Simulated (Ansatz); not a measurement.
Write a Python script for Ansatz's Python interface that makes a single point in a Gaussian basis of CH₇AlOSi₂, SMILES [SiH3][AlH][SiH]1CO1. Settings: BHLYP, cc-pVDZ basis, multiplicity 1.

```yaml
atoms:
  - { symbol: Si, position_ang: [-1.8838, -0.9719, 1.0278] }
  - { symbol: Al, position_ang: [0.3123, -0.3713, 1.4590] }
  - { symbol: Si, position_ang: [1.6430, 0.4433, -0.3018] }
  - { symbol: C, position_ang: [0.9207, 0.7188, -1.9124] }
  - { symbol: O, position_ang: [0.8451, 1.7796, -1.0824] }
  - { symbol: H, position_ang: [-2.1551, -2.3311, 1.3248] }
  - { symbol: H, position_ang: [-2.1932, -0.6802, -0.4012] }
  - { symbol: H, position_ang: [-2.7778, -0.0792, 1.8402] }
  - { symbol: H, position_ang: [0.9136, -0.5121, 2.9757] }
  - { symbol: H, position_ang: [3.0986, 0.7976, -0.1297] }
  - { symbol: H, position_ang: [-0.1770, 0.2718, -2.0012] }
  - { symbol: H, position_ang: [1.5305, 0.8793, -2.7649] }
```

`run_energy.py`:
```python
# -*- coding: utf-8 -*-
"""Single point of CH7AlOSi2 in a Gaussian basis."""

from pathlib import Path

import ansatz as az

GEOMETRY = """
Si   -1.88380   -0.97190    1.02780
Al    0.31230   -0.37130    1.45900
Si    1.64300    0.44330   -0.30180
C     0.92070    0.71880   -1.91240
O     0.84510    1.77960   -1.08240
H    -2.15510   -2.33110    1.32480
H    -2.19320   -0.68020   -0.40120
H    -2.77780   -0.07920    1.84020
H     0.91360   -0.51210    2.97570
H     3.09860    0.79760   -0.12970
H    -0.17700    0.27180   -2.00120
H     1.53050    0.87930   -2.76490
"""

molecule = az.Crystal.molecule()
for line in GEOMETRY.strip().splitlines():
    symbol, *xyz = line.split()
    molecule = molecule.atom(symbol, [float(v) for v in xyz])

job = molecule.calculation()
job = job.basis(gaussian="cc-pVDZ")
job = job.functional(az.LibraryFunctional("BHLYP")).orbitals()
print(job.to_yaml())
result = job.run(runs_dir="runs")
rep = result.report

for key in ("converged", "free_energy_ev", "reference_energy_ev", "n_frozen", "n_occupied", "n_virtual"):
    print(f"{key:22s} {rep[key]}")

lines = Path(rep["orbitals_path"]).read_text().splitlines()
field_of = lambda key: [line.split("=")[1].strip() for line in lines if line.startswith(key)]
orbitals = [(27.211386 * float(e), s, float(n)) for e, s, n in zip(field_of("Ene="), field_of("Spin="), field_of("Occup="))]
homo = max(e for e, _, n in orbitals if n > 0.5)
lumo = min(e for e, _, n in orbitals if n < 0.5)
print(f"HOMO {homo:.3f} eV, LUMO {lumo:.3f} eV, gap {lumo - homo:.3f} eV")
```

```console
$ python run_energy.py
crystal:
  periodic: [false, false, false]
  atoms:
    - { symbol: Si, position_ang: [-1.8838, -0.9719, 1.0278] }
    - { symbol: Al, position_ang: [0.3123, -0.3713, 1.459] }
    - { symbol: Si, position_ang: [1.643, 0.4433, -0.3018] }
    - { symbol: C, position_ang: [0.9207, 0.7188, -1.9124] }
    - { symbol: O, position_ang: [0.8451, 1.7796, -1.0824] }
    - { symbol: H, position_ang: [-2.1551, -2.3311, 1.3248] }
    - { symbol: H, position_ang: [-2.1932, -0.6802, -0.4012] }
    - { symbol: H, position_ang: [-2.7778, -0.0792, 1.8402] }
    - { symbol: H, position_ang: [0.9136, -0.5121, 2.9757] }
    - { symbol: H, position_ang: [3.0986, 0.7976, -0.1297] }
    - { symbol: H, position_ang: [-0.177, 0.2718, -2.0012] }
    - { symbol: H, position_ang: [1.5305, 0.8793, -2.7649] }
basis:
  gaussian:
    orbitals: cc-pVDZ
hamiltonian:
  xc:
    name: BHLYP
output:
  orbitals: {}

converged              True
free_energy_ev         -25546.331987451485
reference_energy_ev    -25546.331987451485
n_frozen               0
n_occupied             [31, 31]
n_virtual              [86, 86]
HOMO -8.050 eV, LUMO -1.839 eV, gap 6.211 eV
```

Reading the output:
- Total energies depend on the basis set; only differences at equal settings carry meaning.
- The geometry is a force-field or estimated start, not a minimum of this method, and the basis set is short of its limit.
- Levels such as HOMO and LUMO are orbital energies: with these approximate functionals they aren't the ionisation energy and electron affinity, and their gap isn't the fundamental gap.
- Hardware and time: 5.6 s on 1 thread of Arm Neoverse V2 (shared host), peak memory 0.32 GiB.
